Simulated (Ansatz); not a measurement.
# GaP3: the cost of one run

Program: Ansatz 0.2.0. Level of theory: DFT PBE, scalar-relativistic, plane waves, PAW. These are calculated values, not measurements.

### Step 1. Starting point

The structure is cubic, space group Pm-3m (No. 221). The conventional cell has a = 4.076 Å, b = 4.076 Å, c = 4.076 Å, α = 90.00°, β = 90.00°, γ = 90.00°. Around Ga (site symmetry m-3m) lie 12 P at 2.88 Å. P (site symmetry 4/mmm) has 4 Ga at 2.88 Å and 8 P at 2.88 Å as nearest neighbours.

Coordinates:

```
CELL_PARAMETERS angstrom
4.07565 0.00000 0.00000
0.00000 4.07565 0.00000
0.00000 0.00000 4.07565
ATOMIC_POSITIONS crystal
Ga 0.00000 0.00000 0.00000
P 0.00000 0.50000 0.50000
P 0.50000 0.00000 0.50000
P 0.50000 0.50000 0.00000
```

This is candidate A: Cu3Au (L1_2) type (Pm-3m, No. 221).

(A quick probe on a coarse mesh, which set the mesh and smearing, is not shown.)

### Step 3. Relaxing cell and atoms (candidate A)

input.yaml

```yaml
crystal:
  lattice:
    - [4.0756470366, 0.0, 0.0]
    - [0.0, 4.0756470366, 0.0]
    - [0.0, 0.0, 4.0756470366]
  atoms:
    - { symbol: Ga, position: [0.0, 0.0, 0.0] }
    - { symbol: P, position: [0.0, 0.5, 0.5] }
    - { symbol: P, position: [0.5, 0.0, 0.5] }
    - { symbol: P, position: [0.5, 0.5, 0.0] }
basis:
  ecutwfc: 420
kpoints:
  mp_grid: { grid: [12, 12, 12] }
hamiltonian:
  xc: pbe
scf:
  occupations: { method: gaussian, width: 0.1 }
output:
  forces: true
  stress: true
  eigenvalues: true
relax:
  adjacent_minimum: "off"
  f_tol: 0.01
  max_steps: 80
  cell: { stress_tol: 0.05 }
```

On the command line:

```console
$ ansatz run input.yaml --threads 1 --pin off --max-ram 2560MiB --backend cpu --events-out ev --progress --plain --runs-dir out
```

**Question.** How long does this run take on 1 thread of Intel Xeon Platinum 8259CL at 2.50GHz (Skylake/Cascade Lake), shared host, and how much memory does it need?

About 47 s, with a peak of 0.45 GiB.
